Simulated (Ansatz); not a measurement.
# PdPtC4N4: the cost of one run

Method: DFT PBE, scalar-relativistic, plane waves, PAW, in Ansatz 0.2.0.

### Step 1. The system as given

It takes space group P-43m (No. 215, cubic). The conventional cell has a = 5.909 Å, b = 5.909 Å, c = 5.909 Å, α = 90.00°, β = 90.00°, γ = 90.00°. Pd (site symmetry -43m) is surrounded by 4 N at 2.03 Å. Pt (site symmetry -43m) is surrounded by 4 C at 1.92 Å. C (site symmetry 3m) is surrounded by 1 N at 1.17 Å and 1 Pt at 1.92 Å. N (site symmetry 3m) has 1 C at 1.17 Å and 1 Pd at 2.03 Å in its first shell of neighbours.

Structure file:

```xyz
10
Lattice="5.9086 0.0000 0.0000 0.0000 5.9086 0.0000 0.0000 0.0000 5.9086" Properties=species:S:1:pos:R:3 pbc="T T T"
Pd    2.9543    2.9543    2.9543
Pt    0.0000    0.0000    0.0000
C     1.1068    1.1068    1.1068
C     1.1068    4.8018    4.8018
C     4.8018    1.1068    4.8018
C     4.8018    4.8018    1.1068
N     1.7823    1.7823    1.7823
N     1.7823    4.1263    4.1263
N     4.1263    1.7823    4.1263
N     4.1263    4.1263    1.7823
```

A structure generator made this guess: two interpenetrating cyanide-bridged diamond nets (P-43m, No. 215). The dimensions are guesses.

### Step 2. A first look at the guess

input.yaml

```yaml
crystal:
  lattice:
    - [5.90860265, 0.0, 0.0]
    - [0.0, 5.90860265, 0.0]
    - [0.0, 0.0, 5.90860265]
  atoms:
    - { symbol: Pd, position: [0.5, 0.5, 0.5] }
    - { symbol: Pt, position: [0.0, 0.0, 0.0] }
    - { symbol: C, position: [0.18731679, 0.18731679, 0.18731679] }
    - { symbol: C, position: [0.18731679, 0.81268321, 0.81268321] }
    - { symbol: C, position: [0.81268321, 0.18731679, 0.81268321] }
    - { symbol: C, position: [0.81268321, 0.81268321, 0.18731679] }
    - { symbol: "N", position: [0.30164159, 0.30164159, 0.30164159] }
    - { symbol: "N", position: [0.30164159, 0.69835841, 0.69835841] }
    - { symbol: "N", position: [0.69835841, 0.30164159, 0.69835841] }
    - { symbol: "N", position: [0.69835841, 0.69835841, 0.30164159] }
basis:
  ecutwfc: 420
kpoints:
  mp_grid: { grid: [4, 4, 4] }
hamiltonian:
  xc: pbe
scf:
  occupations: { method: gaussian, width: 0.1 }
  lower_state_search: "off"
output:
  forces: true
  stress: true
  eigenvalues: true
```

Started as:

```
$ ansatz run input.yaml --threads 1 --pin off --max-ram 2560MiB --backend cpu --events-out ev --progress --plain --runs-dir out
```

**Question.** How long does this run take on 1 thread of AMD EPYC 9R14 (Zen 4), shared host, and how much memory does it need?

About 4.1 s, with a peak of 0.48 GiB.
